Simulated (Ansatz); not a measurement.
Set up this calculation in Ansatz 0.2.0, as the native input.

- Task: band structure
- Functional: PBE
- Potentials or basis: Ansatz PAW
- Cutoff: 420 eV (not typed: the program's choice for these potentials)
- k mesh: 10 × 10 × 10
- Occupations: fermi-dirac, width 0.05 eV
- Spin: no spin polarisation
- Path: [["G", "X", "W", "K", "G", "L", "U", "W", "L", "K"], ["U", "X"]]
- Points for each segment of the path: 14

Crystal: ZnH.

```xyz
2
Lattice="0.0000 2.2159 2.2159 2.2159 0.0000 2.2159 2.2159 2.2159 0.0000" Properties=species:S:1:pos:R:3 pbc="T T T"
Zn    0.0000    0.0000    0.0000
H     1.1080    1.1080    1.1080
```

The cell was built by a generator and needn't be a form met in nature.

The input as run:

input.yaml

```yaml
crystal:
  lattice:
    - [0.0, 2.21594, 2.21594]
    - [2.21594, 0.0, 2.21594]
    - [2.21594, 2.21594, 0.0]
  atoms:
    - { symbol: Zn, position: [0.0, 0.0, 0.0] }
    - { symbol: H, position: [0.25, 0.25, 0.25] }
hamiltonian:
  xc: pbe
  pseudopotentials: { kind: paw }
kpoints:
  mp_grid: { grid: [10, 10, 10] }
  band_path:
    path:
      - [[0.0, 0.0, 0.0], [0.5, 0.0, 0.5], [0.5, 0.25, 0.75], [0.375, 0.375, 0.75], [0.0, 0.0, 0.0], [0.5, 0.5, 0.5], [0.625, 0.25, 0.625], [0.5, 0.25, 0.75], [0.5, 0.5, 0.5], [0.375, 0.375, 0.75]]
      - [[0.625, 0.25, 0.625], [0.5, 0.0, 0.5]]
    npoints: 14
scf:
  occupations: { method: fermi_dirac, width: 0.05 }
  n_extra_bands: 6
output:
  forces: true
  stress: true
  eigenvalues: true
  fatbands: false
  write_density: true
  write_potential: true
  elf: true
  volumetric_format: npy
```

Potentials or basis: Ansatz PAW.

Launch:

```bash
$ ansatz run input.yaml --threads 2 --pin off --max-ram 5632MiB --backend cpu --events-out ev --progress --plain --runs-dir out
```

Results of the run:

- Pressure: 0.2 GPa
- Band gap on the k mesh: none (metal or under the smearing width)

Wall time 1.6 s on 2 threads of Arm Neoverse V2, with other jobs on the host, peak memory 0.27 GiB.
